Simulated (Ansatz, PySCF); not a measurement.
**Tl(OH) in two programs**

Tl(OH) (singlet), relaxed with PySCF 2.14.0, RKS PBE0, Tl def2-SVP with ECP60, O def2-SVP, H def2-SVP; non-relativistic Hamiltonian with scalar-relativistic core potentials where named; density fitting; no spin-orbit coupling:

```xyz
3

Tl    0.0976    0.0000    0.0191
O    -0.2393    0.0000    2.1269
H     0.4869    0.0000    2.7609
```

There the HOMO–LUMO gap is 5.28 eV. 

The same geometry by Ansatz 0.2.0 (PBE, PAW, a periodic box with 9 Å of vacuum):

```
spin-orbit coupling  gap (eV)  largest force component (eV/Å)
            without      3.60                            0.32
```

What does the run with spin-orbit coupling give?

gap (eV): 3.32, largest force component (eV/Å): 0.33. It took 7.1 s on 2 threads of Arm Neoverse V1, on a shared host, peak memory 1.2 GiB.

The spin-orbit runs use fully relativistic datasets of their own, so changes of a few hundredths of an eV needn't come from the coupling.

The two programs differ in functional, so their gaps don't test each other.
